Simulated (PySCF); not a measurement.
# ErP5 (Er(P5)2+): the cost of one run

Computed with PySCF 2.14.0. Level: B3LYP, Er lcecp-1-SVP with ECP57, P def2-SVP; scalar-relativistic core potentials, no spin–orbit coupling.

### 1 The starting structure

6 atoms, charge 2, spin multiplicity 1.

Bond lengths: Er1–P2 2.862 Å, Er1–P3 2.862 Å, Er1–P4 2.862 Å, Er1–P5 2.862 Å, Er1–P6 2.862 Å, P2–P3 2.116 Å, P2–P6 2.116 Å, P3–P4 2.116 Å, P4–P5 2.116 Å, P5–P6 2.116 Å. Angles: P2–Er1–P3 43.4°, P2–Er1–P4 73.5°, P2–Er1–P5 73.5°, P2–Er1–P6 43.4°, P3–Er1–P4 43.4°, P3–Er1–P5 73.5°, P3–Er1–P6 73.5°, P4–Er1–P5 43.4°, P4–Er1–P6 73.5°, P5–Er1–P6 43.4°, Er1–P2–P3 68.3°, Er1–P2–P6 68.3°, P3–P2–P6 108.0°, Er1–P3–P2 68.3°, Er1–P3–P4 68.3°, P2–P3–P4 108.0°, Er1–P4–P3 68.3°, Er1–P4–P5 68.3° and more.

Coordinates:

| atom | x (Å) | y (Å) | z (Å) |
| --- | --- | --- | --- |
| Er1 | 0.0000 | 0.0000 | 0.0000 |
| P2 | 1.8000 | 0.0000 | 2.2257 |
| P3 | 0.5562 | 1.7119 | 2.2257 |
| P4 | -1.4562 | 1.0580 | 2.2257 |
| P5 | -1.4562 | -1.0580 | 2.2257 |
| P6 | 0.5562 | -1.7119 | 2.2257 |

Formal oxidation states: Er +3. Each metal's 11 4f electrons lie in its core potential, so multiplicities, spins and levels count the valence alone.

### 2 SCF at the start, singlet

Input file run.py (the lines that set the calculation):

```python
mol = gto.M(atom='''
Er     0.00000     0.00000     0.00000
P      1.80000     0.00000     2.22570
P      0.55620     1.71190     2.22570
P     -1.45620     1.05800     2.22570
P     -1.45620    -1.05800     2.22570
P      0.55620    -1.71190     2.22570''',
    basis={'Er': 'lcecp-1-SVP', 'P': 'def2-SVP'},
    ecp={'Er': 'lcecp-1-SVP'},
    charge=2, spin=0)
mf = dft.RKS(mol, xc='B3LYP')
mf.grids.atom_grid = (50, 194)  # f atoms: unpruned, at least (60, 302)
mf = mf.density_fit()  # fitting sets: Er AutoAux, P def2-universal-JKFIT
mf.conv_tol = 1e-08; mf.max_cycle = 55
mf.kernel(dm0)  # dm0: free metal ions and neutral atoms
```

On the command line:

```console
OMP_NUM_THREADS=2 python run.py
```

**Question.** How long does this run take on 2 threads of Arm Neoverse V2, shared host, and how much memory does it need?

About 4.3 s, with a peak of 0.57 GiB.
